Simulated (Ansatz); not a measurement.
# Al₂ClFH₂ with the probe F-: a probe moved round a molecule

Aim: map the energy of Al₂ClFH₂ (SMILES [F][Al]([AlH2])[Cl]) with the probe F- over two coordinates, and find its wells, ridges and stiffness.

The runs use Ansatz 0.2.0; RHF-MP2, frozen core/def2-SVPD.

### Step 1. Where the work starts

SMILES `[F][Al]([AlH2])[Cl]`, 6 atoms, charge 0, spin multiplicity 1.

Atoms are counted from 1 here; the program's logs count them from 0.

Bond lengths: F1–Al2 1.699 Å, Al2–Al3 2.593 Å, Al2–Cl4 2.136 Å, Al3–H5 1.599 Å, Al3–H6 1.599 Å. Angles: F1–Al2–Al3 121.2°, F1–Al2–Cl4 115.3°, Al3–Al2–Cl4 123.5°, Al2–Al3–H5 119.4°, Al2–Al3–H6 120.1°, H5–Al3–H6 120.5°.

Geometry (Å):

```tsv
atom	x (Å)	y (Å)	z (Å)
F1	-1.5603	-1.6773	1.1968
Al2	-0.7519	-0.9532	-0.1100
Al3	0.8275	1.0724	0.2426
Cl4	-1.1429	-1.8230	-2.0212
H5	1.5295	1.7495	-1.0239
H6	1.0981	1.6317	1.7157
```

This geometry comes from a loose relaxation at PBE in a small basis, which is not shown.

### Step 2. Relaxing the molecule

input.yaml reads:

```yaml
crystal:
  periodic: [false, false, false]
  atoms:
    - { symbol: F, position_ang: [-1.560332, -1.677308, 1.196778] }
    - { symbol: Al, position_ang: [-0.751901, -0.953249, -0.110036] }
    - { symbol: Al, position_ang: [0.827477, 1.072358, 0.242648] }
    - { symbol: Cl, position_ang: [-1.14288, -1.823019, -2.021151] }
    - { symbol: H, position_ang: [1.529489, 1.749487, -1.023927] }
    - { symbol: H, position_ang: [1.098137, 1.631731, 1.715688] }
basis:
  gaussian: { orbitals: def2-SVPD }
hamiltonian:
  xc: hf
output:
  forces: true
correlation:
  method: mp2
relax:
  f_tol: 0.003
  max_steps: 120
```

Command:

```sh
$ ansatz run input.yaml --threads 1 --pin off --max-ram 2560MiB --backend cpu --events-out ev --progress --plain --runs-dir out
```

Output, cut to the lines that bear on the results:

```text
Warning: RAYON_NUM_THREADS=1 ignored (pool sized by the plan → 1); use --threads N
[...]
Functional definition: HF
[...]
1108 factors; integrals over basis functions are off by at most 3.5e-4 eV
[...]
mean field -28400.89395481 eV, -1043.7136020221 hartree, gradient 4.5e-7 eV, S^2 0.000000; 0 other end points of the search recorded, 0 dependent functions left out
16 core orbitals not correlated: weight in the atoms' cores, before any rotation towards them, 1.000 or more for the frozen orbitals, at most 0.000 for the correlated occupied ones
reference -28400.89395481 eV, -1043.7136020221 hartree; 11, 11 occupied and 87, 87 virtual orbitals, 1108 factors
second order -12.65898248 eV of doubles, -0.00000000 eV of singles
[...]
relax step   1: F+E_penalty+E_count = -28413.55293729 eV  Δ(F+E_penalty+E_count) = +0.000e0 eV  max|allowed force component| = 2.456e-1 eV/Å  Δτ_max = 0.0000 Å  (48 SCF iters, accepted)
[...]
relax step   7: F+E_penalty+E_count = -28413.55756379 eV  Δ(F+E_penalty+E_count) = +2.098e-3 eV  max|allowed force component| = 2.292e-1 eV/Å  Δτ_max = 0.1963 Å  (46 SCF iters, rejected (line search))
[...]
relax step  13: F+E_penalty+E_count = -28413.57380119 eV  Δ(F+E_penalty+E_count) = -4.443e-3 eV  max|allowed force component| = 1.806e-1 eV/Å  Δτ_max = 0.1954 Å  (46 SCF iters, accepted)
[...]
relax step  25: F+E_penalty+E_count = -28413.59189312 eV  Δ(F+E_penalty+E_count) = +7.179e-6 eV  max|allowed force component| = 6.733e-3 eV/Å  Δτ_max = 0.0020 Å  (34 SCF iters, rejected (line search))
[...]
relax step  26: F+E_penalty+E_count = -28413.59190194 eV  Δ(F+E_penalty+E_count) = -1.644e-6 eV  max|allowed force component| = 2.213e-4 eV/Å  Δτ_max = 0.0007 Å  (32 SCF iters, accepted)
[...]
1108 factors; integrals over basis functions are off by at most 4.3e-4 eV
[...]
mean field -28400.94076913 eV, -1043.7153224165 hartree, gradient 2.8e-6 eV, S^2 0.000000; 1 other end points of the search recorded, 0 dependent functions left out
16 core orbitals not correlated: weight in the atoms' cores, before any rotation towards them, 1.000 or more for the frozen orbitals, at most 0.000 for the correlated occupied ones
reference -28400.94076913 eV, -1043.7153224165 hartree; 11, 11 occupied and 87, 87 virtual orbitals, 1108 factors
second order -12.65113281 eV of doubles, -0.00000000 eV of singles
[...]
Total energy: -28413.59190194 eV, -1044.1802429719 hartree
Atom 0 at    -2.232072    -1.055384     0.758881 Å, force     0.000003    -0.000132     0.000010 eV/Å
Atom 1 at    -0.802213    -0.901809    -0.133026 Å, force    -0.000221     0.000099     0.000100 eV/Å
Atom 2 at     0.827954     1.063398     0.240359 Å, force     0.000171     0.000106     0.000036 eV/Å
Atom 3 at    -0.459697    -2.436854    -1.567525 Å, force     0.000043    -0.000057    -0.000093 eV/Å
Atom 4 at     0.664341     2.398806    -0.590348 Å, force     0.000029    -0.000020    -0.000067 eV/Å
Atom 5 at     2.001677     0.931843     1.291659 Å, force    -0.000025     0.000003     0.000014 eV/Å
Dipole moment:     0.312524     0.365750     0.063088 e Å
Checks for a lower state left out: cluster_reference
```

Wall time 2.5 min (1 thread of Arm Neoverse V2, shared host); peak memory 0.3 GiB.

The steps of the relaxation: (the energy doesn't fall at every step)

```tsv
step	energy from step 1 (eV)	largest force component (eV/Å)
1	0.0000	0.2456
2	-0.0059	0.1017
3	-0.0063	0.0609
4	-0.0065	0.0303
5	-0.0066	0.0026
6	-0.0067	0.0428
7	-0.0046	0.2292
8	-0.0071	0.1220
9	-0.0076	0.1008
10	-0.0077	0.2036
11	-0.0105	0.1609
12	-0.0164	0.0343
13	-0.0209	0.1806
14	-0.0246	0.1510
15	-0.0295	0.1206
16	-0.0336	0.1320
17	-0.0348	0.1397
18	-0.0369	0.0874
19	-0.0383	0.0070
20	-0.0386	0.0038
21	-0.0387	0.0391
22	-0.0389	0.0102
23	-0.0390	0.0027
24	-0.0390	0.0032
25	-0.0390	0.0067
26	-0.0390	0.0002
```

Close pairs (by a distance rule), those that changed most:

```tsv
bond	before (Å)	after (Å)	change (Å)
Al3–H6	1.599	1.581	-0.018
Al3–H5	1.599	1.581	-0.017
Al2–Al3	2.593	2.580	-0.012
Al2–Cl4	2.136	2.129	-0.007
F1–Al2	1.699	1.692	-0.006
```

### Step 3. Reference: F− by itself, as typed

input.yaml reads:

```yaml
crystal:
  periodic: [false, false, false]
  atoms:
    - { symbol: F, position_ang: [0.0, 0.0, 0.0] }
total_charge: -1
basis:
  gaussian: { orbitals: def2-SVPD }
hamiltonian:
  xc: hf
correlation:
  method: mp2
```

Command:

```sh
$ ansatz run input.yaml --threads 1 --pin off --max-ram 2560MiB --backend cpu --events-out ev --progress --plain --runs-dir out
```

Output:

```text
Warning: RAYON_NUM_THREADS=1 ignored (pool sized by the plan → 1); use --threads N
Engine: ansatz 0.2.0, aarch64-unknown-linux-gnu
[... 1 set-up line as earlier in the session ...]
  exchange = exact_x
  correlation = 0
123 factors; integrals over basis functions are off by at most 1.6e-4 eV
mean field evaluation 1: about -2700.8456 eV, gradient 3.9e1 eV
mean field evaluation 2: about -2700.8686 eV, gradient 3.9e1 eV
mean field evaluation 4: about -2703.1825 eV, gradient 1.5e0 eV
mean field evaluation 8: about -2703.1863 eV, gradient 1.9e-4 eV
mean field -2703.18625332 eV, -99.3402625240 hartree, gradient 2.2e-6 eV, S^2 0.000000; 0 other end points of the search recorded, 0 dependent functions left out
1 core orbitals not correlated: weight in the atoms' cores, before any rotation towards them, 1.000 or more for the frozen orbitals, at most 0.000 for the correlated occupied ones
reference -2703.18625332 eV, -99.3402625240 hartree; 4, 4 occupied and 18, 18 virtual orbitals, 123 factors
second order -6.19600756 eV of doubles, -0.00000000 eV of singles
Total energy: -2709.38226087 eV, -99.5679616018 hartree
```

Run time: 0.05 s. Hardware: 1 thread of Arm Neoverse V2, shared host; peak memory 0.059 GiB.

### Step 4. The grid

The probe is moved over a plane parallel to the molecule's main plane, 3.67 Å above it (x and y are the axes of that plane, centred on the molecule).

The axes are (1) x of the probe's F atom: 15 values from −4.69 Å; (2) y of the probe's F atom: 9 values from −2.68 Å.

Nothing else is relaxed (molecule and probe rigid). Energies count from molecule and probe far apart, each relaxed in its own basis (no counterpoise correction). Points are written as (first, second).

The probe F- moves over a plane: parallel to the molecule's main plane, 3.67 Å above it. The molecule is turned into the frame of its main axes, as the inputs below show.

Of the runs on the grid, 3 are shown in the steps below; the others differ only in the two coordinates.

### Step 5. Point (3.35 Å, 0.67 Å)

input.yaml reads:

```yaml
crystal:
  periodic: [false, false, false]
  atoms:
    - { symbol: F, position_ang: [0.662144, -1.713158, -9.0e-06] }
    - { symbol: Al, position_ang: [0.109938, -0.113581, 2.1e-05] }
    - { symbol: Al, position_ang: [-2.407086, 0.45518, -6.0e-06] }
    - { symbol: Cl, position_ang: [1.635004, 1.371559, -7.0e-06] }
    - { symbol: H, position_ang: [-3.180233, 0.633451, -1.367712] }
    - { symbol: H, position_ang: [-3.178962, 0.63905, 1.367679] }
    - { symbol: F, position_ang: [3.35, 0.67, 3.67] }
total_charge: -1
basis:
  gaussian: { orbitals: def2-SVPD }
hamiltonian:
  xc: hf
output:
  forces: true
correlation:
  method: mp2
```

Command:

```sh
$ ansatz run input.yaml --threads 1 --pin off --max-ram 2560MiB --backend cpu --events-out ev --progress --plain --runs-dir out
```

Output, cut to the lines that bear on the results:

```text
Warning: RAYON_NUM_THREADS=1 ignored (pool sized by the plan → 1); use --threads N
[...]
[... 1 set-up line as earlier in the session ...]
[...]
1269 factors; integrals over basis functions are off by at most 9.6e-4 eV
[...]
mean field -31104.13808728 eV, -1143.0559915655 hartree, gradient 1.6e-6 eV, S^2 0.000000; 0 other end points of the search recorded, 0 dependent functions left out
17 core orbitals not correlated: weight in the atoms' cores, before any rotation towards them, 1.000 or more for the frozen orbitals, at most 0.000 for the correlated occupied ones
reference -31104.13808728 eV, -1143.0559915655 hartree; 15, 15 occupied and 105, 105 virtual orbitals, 1269 factors
second order -18.87676188 eV of doubles, -0.00000000 eV of singles
[...]
Total energy: -31123.01484916 eV, -1143.7496997695 hartree
Atom 0 at     0.662144    -1.713158    -0.000009 Å, force    -0.177970    -0.115619    -0.163858 eV/Å
Atom 1 at     0.109938    -0.113581     0.000021 Å, force     0.563702     0.263361     0.376366 eV/Å
Atom 2 at    -2.407086     0.455180    -0.000006 Å, force     0.305849    -0.064333     0.060253 eV/Å
Atom 3 at     1.635004     1.371559    -0.000007 Å, force    -0.320014    -0.131699    -0.175904 eV/Å
Atom 4 at    -3.180233     0.633451    -1.367712 Å, force    -0.142772     0.033356    -0.050760 eV/Å
Atom 5 at    -3.178962     0.639050     1.367679 Å, force    -0.124347     0.020615    -0.020623 eV/Å
Atom 6 at     3.350000     0.670000     3.670000 Å, force    -0.104449    -0.005681    -0.025474 eV/Å
Dipole moment:    -3.096983    -0.220514    -2.922897 e Å
```

It took 9.6 s on 1 thread of Arm Neoverse V2, shared host; peak memory 0.38 GiB.

That is −0.041 eV from the zero.

### Step 6. Grid point (−0.67 Å, 0.00 Å)

Edit input.yaml of step 5 so:

```diff
@@ -9,3 +9,3 @@
     - { symbol: H, position_ang: [-3.178962, 0.63905, 1.367679] }
-    - { symbol: F, position_ang: [3.35, 0.67, 3.67] }
+    - { symbol: F, position_ang: [-0.67, 0.0, 3.67] }
 total_charge: -1
```

Command:

```sh
$ ansatz run input.yaml --threads 1 --pin off --max-ram 2560MiB --backend cpu --events-out ev --progress --plain --runs-dir out
```

Output, cut to the lines that bear on the results:

```text
Warning: RAYON_NUM_THREADS=1 ignored (pool sized by the plan → 1); use --threads N
[...]
[... 1 set-up line as earlier in the session ...]
[...]
1269 factors; integrals over basis functions are off by at most 9.6e-4 eV
[...]
mean field -31104.81668931 eV, -1143.0809297303 hartree, gradient 1.7e-6 eV, S^2 0.000000; 0 other end points of the search recorded, 0 dependent functions left out
17 core orbitals not correlated: weight in the atoms' cores, before any rotation towards them, 1.000 or more for the frozen orbitals, at most 0.000 for the correlated occupied ones
reference -31104.81668931 eV, -1143.0809297303 hartree; 15, 15 occupied and 105, 105 virtual orbitals, 1269 factors
second order -18.87576159 eV of doubles, -0.00000000 eV of singles
[...]
Total energy: -31123.69245090 eV, -1143.7746011742 hartree
Atom 0 at     0.662144    -1.713158    -0.000009 Å, force     0.147099    -0.161593    -0.260200 eV/Å
Atom 1 at     0.109938    -0.113581     0.000021 Å, force    -0.480337    -0.004946     1.041005 eV/Å
Atom 2 at    -2.407086     0.455180    -0.000006 Å, force     0.324846    -0.066645     0.396607 eV/Å
Atom 3 at     1.635004     1.371559    -0.000007 Å, force     0.247945     0.162966    -0.192386 eV/Å
Atom 4 at    -3.180233     0.633451    -1.367712 Å, force    -0.179402     0.036926    -0.195086 eV/Å
Atom 5 at    -3.178962     0.639050     1.367679 Å, force    -0.117103     0.030921    -0.187964 eV/Å
Atom 6 at    -0.670000     0.000000     3.670000 Å, force     0.056951     0.002371    -0.601977 eV/Å
Dipole moment:     0.076543     0.267705    -2.594859 e Å
```

Run time: 11 s. Hardware: 1 thread of Arm Neoverse V2, shared host; peak memory 0.38 GiB.

On the map this point reads −0.72 eV.

### Step 7. Grid point (−3.35 Å, −1.34 Å)

Edit input.yaml of step 6 so:

```diff
@@ -9,3 +9,3 @@
     - { symbol: H, position_ang: [-3.178962, 0.63905, 1.367679] }
-    - { symbol: F, position_ang: [-0.67, 0.0, 3.67] }
+    - { symbol: F, position_ang: [-3.35, -1.34, 3.67] }
 total_charge: -1
```

Command:

```sh
$ ansatz run input.yaml --threads 1 --pin off --max-ram 2560MiB --backend cpu --events-out ev --progress --plain --runs-dir out
```

Output, cut to the lines that bear on the results:

```text
Warning: RAYON_NUM_THREADS=1 ignored (pool sized by the plan → 1); use --threads N
[...]
[... 1 set-up line as earlier in the session ...]
[...]
1269 factors; integrals over basis functions are off by at most 9.5e-4 eV
[...]
mean field -31104.44193139 eV, -1143.0671576307 hartree, gradient 1.8e-6 eV, S^2 0.000000; 0 other end points of the search recorded, 0 dependent functions left out
17 core orbitals not correlated: weight in the atoms' cores, before any rotation towards them, 1.000 or more for the frozen orbitals, at most 0.000 for the correlated occupied ones
reference -31104.44193139 eV, -1143.0671576307 hartree; 15, 15 occupied and 105, 105 virtual orbitals, 1269 factors
second order -18.87537102 eV of doubles, -0.00000000 eV of singles
[...]
Total energy: -31123.31730241 eV, -1143.7608147213 hartree
Atom 0 at     0.662144    -1.713158    -0.000009 Å, force     0.224681    -0.053419    -0.094609 eV/Å
Atom 1 at     0.109938    -0.113581     0.000021 Å, force    -0.548100    -0.164930     0.145561 eV/Å
Atom 2 at    -2.407086     0.455180    -0.000006 Å, force    -0.254557    -0.194121     0.557728 eV/Å
Atom 3 at     1.635004     1.371559    -0.000007 Å, force     0.333958     0.184757    -0.024642 eV/Å
Atom 4 at    -3.180233     0.633451    -1.367712 Å, force     0.033890     0.002868    -0.231982 eV/Å
Atom 5 at    -3.178962     0.639050     1.367679 Å, force     0.114504     0.190168    -0.155120 eV/Å
Atom 6 at    -3.350000    -1.340000     3.670000 Å, force     0.095625     0.034678    -0.196936 eV/Å
Dipole moment:     2.118234     1.328557    -2.796504 e Å
```

It took 9.4 s on 1 thread of Arm Neoverse V2, shared host; peak memory 0.38 GiB.

That is −0.34 eV from the zero.

### Step 8. All points together

135 points were computed. Energies in eV, from molecule and probe far apart, each relaxed in its own basis (no counterpoise correction):

| y of the probe's F atom (Å) ↓, x of the probe's F atom (Å) → | −4.69 | −4.02 | −3.35 | −2.68 | −2.01 | −1.34 | −0.67 | 0.00 | 0.67 | 1.34 | 2.01 | 2.68 | 3.35 | 4.02 | 4.69 |
| --- | --- | --- | --- | --- | --- | --- | --- | --- | --- | --- | --- | --- | --- | --- | --- |
| 2.68 | −0.18 | −0.22 | −0.26 | −0.31 | −0.35 | −0.37 | −0.36 | −0.32 | −0.25 | −0.18 | −0.11 | −0.05 | −0.01 | 0.02 | 0.04 |
| 2.01 | −0.19 | −0.24 | −0.29 | −0.35 | −0.41 | −0.46 | −0.47 | −0.43 | −0.34 | −0.25 | −0.15 | −0.08 | −0.02 | 0.02 | 0.04 |
| 1.34 | −0.21 | −0.26 | −0.32 | −0.38 | −0.46 | −0.54 | −0.58 | −0.55 | −0.46 | −0.33 | −0.20 | −0.11 | −0.03 | 0.02 | 0.05 |
| 0.67 | −0.22 | −0.28 | −0.33 | −0.40 | −0.50 | −0.61 | −0.68 | −0.66 | −0.56 | −0.41 | −0.25 | −0.13 | −0.04 | 0.02 | 0.05 |
| 0.00 | −0.23 | −0.29 | −0.35 | −0.42 | −0.53 | −0.65 | −0.72 | −0.71 | −0.61 | −0.44 | −0.27 | −0.13 | −0.04 | 0.02 | 0.05 |
| −0.67 | −0.23 | −0.29 | −0.35 | −0.43 | −0.53 | −0.62 | −0.67 | −0.65 | −0.56 | −0.40 | −0.24 | −0.11 | −0.02 | 0.03 | 0.06 |
| −1.34 | −0.23 | −0.28 | −0.34 | −0.41 | −0.48 | −0.53 | −0.55 | −0.52 | −0.42 | −0.30 | −0.17 | −0.07 | 0.00 | 0.04 | 0.07 |
| −2.01 | −0.21 | −0.26 | −0.31 | −0.35 | −0.39 | −0.41 | −0.40 | −0.35 | −0.27 | −0.18 | −0.09 | −0.02 | 0.03 | 0.06 | 0.08 |
| −2.68 | −0.19 | −0.23 | −0.26 | −0.28 | −0.29 | −0.29 | −0.26 | −0.21 | −0.15 | −0.08 | −0.02 | 0.03 | 0.06 | 0.08 | 0.08 |

On the same grid, largest force on an atom (eV/Å):

| y of the probe's F atom (Å) ↓, x of the probe's F atom (Å) → | −4.69 | −4.02 | −3.35 | −2.68 | −2.01 | −1.34 | −0.67 | 0.00 | 0.67 | 1.34 | 2.01 | 2.68 | 3.35 | 4.02 | 4.69 |
| --- | --- | --- | --- | --- | --- | --- | --- | --- | --- | --- | --- | --- | --- | --- | --- |
| 2.68 | 0.55 | 0.59 | 0.62 | 0.64 | 0.62 | 0.56 | 0.59 | 0.65 | 0.70 | 0.74 | 0.74 | 0.72 | 0.66 | 0.60 | 0.53 |
| 2.01 | 0.57 | 0.60 | 0.63 | 0.66 | 0.66 | 0.63 | 0.71 | 0.78 | 0.82 | 0.83 | 0.81 | 0.77 | 0.70 | 0.63 | 0.55 |
| 1.34 | 0.57 | 0.58 | 0.59 | 0.64 | 0.66 | 0.76 | 0.86 | 0.95 | 0.98 | 0.94 | 0.88 | 0.81 | 0.72 | 0.64 | 0.56 |
| 0.67 | 0.58 | 0.57 | 0.60 | 0.65 | 0.74 | 0.88 | 1.03 | 1.14 | 1.15 | 1.07 | 0.95 | 0.83 | 0.73 | 0.63 | 0.55 |
| 0.00 | 0.59 | 0.60 | 0.62 | 0.69 | 0.80 | 0.96 | 1.15 | 1.27 | 1.27 | 1.16 | 1.00 | 0.85 | 0.72 | 0.62 | 0.53 |
| −0.67 | 0.60 | 0.63 | 0.65 | 0.70 | 0.82 | 0.98 | 1.17 | 1.29 | 1.29 | 1.17 | 1.00 | 0.84 | 0.70 | 0.59 | 0.51 |
| −1.34 | 0.58 | 0.62 | 0.64 | 0.68 | 0.79 | 0.94 | 1.10 | 1.19 | 1.19 | 1.10 | 0.95 | 0.80 | 0.67 | 0.57 | 0.48 |
| −2.01 | 0.53 | 0.56 | 0.58 | 0.64 | 0.74 | 0.86 | 0.97 | 1.05 | 1.05 | 0.98 | 0.87 | 0.75 | 0.64 | 0.54 | 0.46 |
| −2.68 | 0.46 | 0.48 | 0.52 | 0.59 | 0.67 | 0.76 | 0.85 | 0.90 | 0.90 | 0.86 | 0.78 | 0.68 | 0.59 | 0.50 | 0.43 |

The charge on the probe (e) at each point:

```tsv
y of the probe's F atom (Å) ↓, x of the probe's F atom (Å) →	−4.69	−4.02	−3.35	−2.68	−2.01	−1.34	−0.67	0.00	0.67	1.34	2.01	2.68	3.35	4.02	4.69
2.68	−0.998	−0.995	−0.992	−0.991	−0.990	−0.990	−0.991	−0.993	−0.995	−0.997	−0.999	−1.000	−0.999	−0.999	−0.999
2.01	−0.996	−0.991	−0.986	−0.984	−0.984	−0.984	−0.984	−0.987	−0.990	−0.993	−0.997	−0.999	−1.000	−0.999	−0.999
1.34	−0.993	−0.984	−0.976	−0.974	−0.976	−0.977	−0.976	−0.978	−0.983	−0.989	−0.994	−0.998	−0.999	−0.999	−0.999
0.67	−0.991	−0.979	−0.969	−0.968	−0.971	−0.971	−0.969	−0.970	−0.976	−0.984	−0.992	−0.997	−0.999	−0.999	−0.999
0.00	−0.992	−0.982	−0.973	−0.971	−0.972	−0.969	−0.965	−0.965	−0.972	−0.982	−0.991	−0.996	−0.998	−0.999	−0.999
−0.67	−0.994	−0.988	−0.982	−0.979	−0.976	−0.972	−0.968	−0.968	−0.974	−0.983	−0.991	−0.996	−0.998	−0.999	−0.999
−1.34	−0.996	−0.992	−0.989	−0.986	−0.983	−0.979	−0.977	−0.978	−0.982	−0.988	−0.993	−0.996	−0.998	−0.999	−0.999
−2.01	−0.997	−0.995	−0.993	−0.991	−0.989	−0.987	−0.986	−0.987	−0.990	−0.993	−0.996	−0.998	−0.999	−0.999	−0.999
−2.68	−0.998	−0.997	−0.996	−0.995	−0.994	−0.993	−0.993	−0.994	−0.995	−0.997	−0.998	−0.999	−0.999	−0.999	−0.999
```

### Step 9. What came out

| quantity | value |
| --- | --- |
| lowest point | (−0.67 Å, 0.00 Å) [nearest 1 H at 3.46 Å], −0.72 eV |
| highest computed point | (4.69 Å, −2.68 Å), 0.80 eV above the lowest |
| largest force on an atom (eV/Å) | 0.43 at (4.69 Å, −2.68 Å) to 1.29 at (0.00 Å, −0.67 Å); 1.15 at the lowest point |
| charge on the probe (e) | −1.000 at (2.68 Å, 2.68 Å) to −0.965 at (−0.67 Å, 0.00 Å); −0.965 at the lowest point |
| time for the whole task | 25 min on 1 thread, shared host |

**Reading.** The lowest computed point is at (−0.67 Å, 0.00 Å) [nearest 1 H at 3.46 Å], −0.72 eV from molecule and probe far apart, each relaxed in its own basis (no counterpoise correction). The grid is coarse, so the lowest point of the scanned range may lie between grid points; coordinates that were held can hide deeper minima. No other kind of well shows on this grid. The highest computed point, (4.69 Å, −2.68 Å), lies 0.80 eV above the lowest. Near the minimum the well is nearly round, with a curvature of about 0.22 eV/Å². No counterpoise correction was made, so wells between separate parts tend to come out somewhat too deep.
